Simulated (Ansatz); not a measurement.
# AlCl2F2H3: the cost of one run

All numbers below are computed with Ansatz 0.2.0 (RKS PBE0-D4/def2-SVP).

**1. The starting structure**

Bond lengths: Al1–Cl3 2.012 Å, Al1–Cl4 2.011 Å, Al1–F6 2.112 Å. Angles: Cl3–Al1–Cl4 139.4°, Cl3–Al1–F6 104.6°, Cl4–Al1–F6 105.0°.

Structure file:

```xyz
8

Al   -0.9471   -0.5352   -0.6165
H     0.3023    1.0175   -0.8225
Cl   -0.2039   -1.9512   -1.8373
Cl   -2.7216    0.2571   -0.0978
H     0.9579   -0.0034    1.3230
F     0.0810   -0.8116    1.2072
H     0.9466    1.0898   -0.0851
F     1.5849    0.9369    0.9290
```

**2. Pulling towards end A**

Springs on the bonds that form and break draw the guess towards this end; the thresholds are loose.

The input, input.yaml:

```yaml
crystal:
  periodic: [false, false, false]
  atoms:
    - { symbol: Al, position_ang: [-0.9471, -0.5352, -0.6165] }
    - { symbol: H, position_ang: [0.3023, 1.0175, -0.8225] }
    - { symbol: Cl, position_ang: [-0.2039, -1.9512, -1.8373] }
    - { symbol: Cl, position_ang: [-2.7216, 0.2571, -0.0978] }
    - { symbol: H, position_ang: [0.9579, -0.0034, 1.323] }
    - { symbol: F, position_ang: [0.081, -0.8116, 1.2072] }
    - { symbol: H, position_ang: [0.9466, 1.0898, -0.0851] }
    - { symbol: F, position_ang: [1.5849, 0.9369, 0.929] }
basis:
  gaussian: { orbitals: def2-SVP }
hamiltonian:
  xc: pbe0
  dispersion: d4
relax:
  f_tol: 0.15
  max_steps: 25
  restrain:
    - { distance: [0, 5], at: 3.08, k: 30.0 }
    - { distance: [4, 7], at: 2.18, k: 30.0 }
    - { distance: [6, 1], at: 1.92, k: 30.0 }
    - { distance: [0, 1], at: 1.52, k: 30.0 }
    - { distance: [4, 5], at: 0.88, k: 30.0 }
    - { distance: [6, 7], at: 0.88, k: 30.0 }
```

Run with:

```sh
$ ansatz run input.yaml --threads 2 --pin off --max-ram 3072MiB --backend cpu --events-out ev --progress --plain --runs-dir out
```

What time and memory should one allow on 2 threads of Arm Neoverse N1, shared host?

About 30 s, with a peak of 0.21 GiB.
